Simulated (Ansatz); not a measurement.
# SiHF₃ + H₂O: a complex and its separated parts

Aim: how far the complex at one end of a reaction step lies below its separated, relaxed parts, level by level.

The runs use Ansatz 0.2.0, Gaussian basis; PBE0-D4/def2-TZVP structures, single points in def2-TZVPP, no counterpoise correction.

Levels: SPW92, PBE-D4, BLYP-D4, r2SCAN-D4, B97M-V, PBE0-D4, B3LYP-D4, r2SCAN0-D4, BHLYP-D4, CAM-B3LYP-D4, wB97X-V, wB97M-V, B2PLYP, PBE-QIDH, RPA on PBE, Hartree-Fock, MP2, CCSD, CCSD(T).

Cores are frozen in the correlated methods. B3LYP uses VWN-RPA correlation. B2PLYP carries no dispersion term here.

94 further runs of the same task are left out: 94 set aside as unsound or not needed. Runs told in other sessions of the task aren't counted.

## 1. Where the work starts

The complex: 8 atoms, charge 0, spin multiplicity 1.

Atoms are counted from 1 here; the program's logs count them from 0.

Bond lengths: Si1–H2 1.456 Å, Si1–F3 1.583 Å, Si1–F4 1.580 Å, Si1–F5 1.580 Å, H6–O7 0.961 Å, O7–H8 0.961 Å. Angles: H2–Si1–F3 107.8°, H2–Si1–F4 114.2°, H2–Si1–F5 114.2°, F3–Si1–F4 105.0°, F3–Si1–F5 105.0°, F4–Si1–F5 109.8°, H6–O7–H8 105.6°.

Geometry (Å):

| atom | x (Å) | y (Å) | z (Å) |
| --- | --- | --- | --- |
| Si1 | -0.91666 | 0.26505 | -0.44962 |
| H2 | -0.55797 | -0.87930 | -1.27583 |
| F3 | -2.30101 | 0.82514 | -0.97452 |
| F4 | -1.16690 | -0.08665 | 1.07076 |
| F5 | 0.08551 | 1.48232 | -0.55843 |
| H6 | 1.32629 | -0.90897 | 1.36018 |
| O7 | 1.46542 | -0.72407 | 0.42739 |
| H8 | 2.06531 | 0.02629 | 0.40007 |

Its parts: SiHF₃ holds atoms 1, 2, 3, 4, 5; H₂O holds atoms 6, 7, 8. Each part counts its atoms afresh in its own runs.

## 2. Relaxing SiHF₃ alone

Input file relax-a/in.yaml:

```yaml
crystal:
  periodic: [false, false, false]
  atoms:
    - {symbol: Si, position_ang: [-0.916658, 0.265048, -0.449625]}
    - {symbol: H, position_ang: [-0.557968, -0.879297, -1.275831]}
    - {symbol: F, position_ang: [-2.301008, 0.825141, -0.974520]}
    - {symbol: F, position_ang: [-1.166902, -0.086650, 1.070760]}
    - {symbol: F, position_ang: [0.085515, 1.482315, -0.558427]}
basis:
  gaussian: {orbitals: def2-TZVP}
hamiltonian: {xc: pbe0, dispersion: d4}
relax: {f_tol: 0.005, max_steps: 200}
```

Launch:

```sh
> ansatz run in.yaml --threads 4 --pin off --events-out ev --progress --plain --max-ram 9574MiB
```

Further steps of the session: Relaxing H₂O alone; SPW92/def2-TZVPP; PBE-D4/def2-TZVPP; BLYP-D4/def2-TZVPP; r2SCAN-D4/def2-TZVPP; B97M-V/def2-TZVPP; PBE0-D4/def2-TZVPP; B3LYP-D4/def2-TZVPP; r2SCAN0-D4/def2-TZVPP; BHLYP-D4/def2-TZVPP; CAM-B3LYP-D4/def2-TZVPP; wB97X-V/def2-TZVPP; wB97M-V/def2-TZVPP; B2PLYP/def2-TZVPP; PBE-QIDH/def2-TZVPP; RPA on PBE/def2-TZVPP; CCSD(T)/def2-TZVPP; Vibrations of SiHF₃; Vibrations of H₂O.

What does the calculation give? Wanted: complex less parts, CCSD(T)/def2-TZVPP; with zero-point energy; largest T1 diagnostic.

**Answer**, as computed:

```
                              quantity      value
complex less parts, CCSD(T)/def2-TZVPP  -0.204 eV
                with zero-point energy  -0.137 eV
                 largest T1 diagnostic      0.012
```

**Reading.** At CCSD(T) the complex lies 0.204 eV below its parts. PBE-QIDH is the best functional here (-0.004 eV from CCSD(T)); SPW92 is the worst (-0.187 eV). Mean unsigned error by rung: LDA 0.187, GGA 0.035, meta-GGA 0.050, hybrid 0.042, range-separated hybrid 0.052, double hybrid 0.013 eV. The double hybrids carry no dispersion term here, unlike the levels marked D4 or V. PBE-D4 gives a relative energy 0.045 eV too low, outside chemical accuracy (1 kcal/mol, 0.043 eV). No counterpoise was applied, and triple zeta lacks some correlation, so the CCSD(T) reference has a basis error of its own, and close matches with it are partly luck.
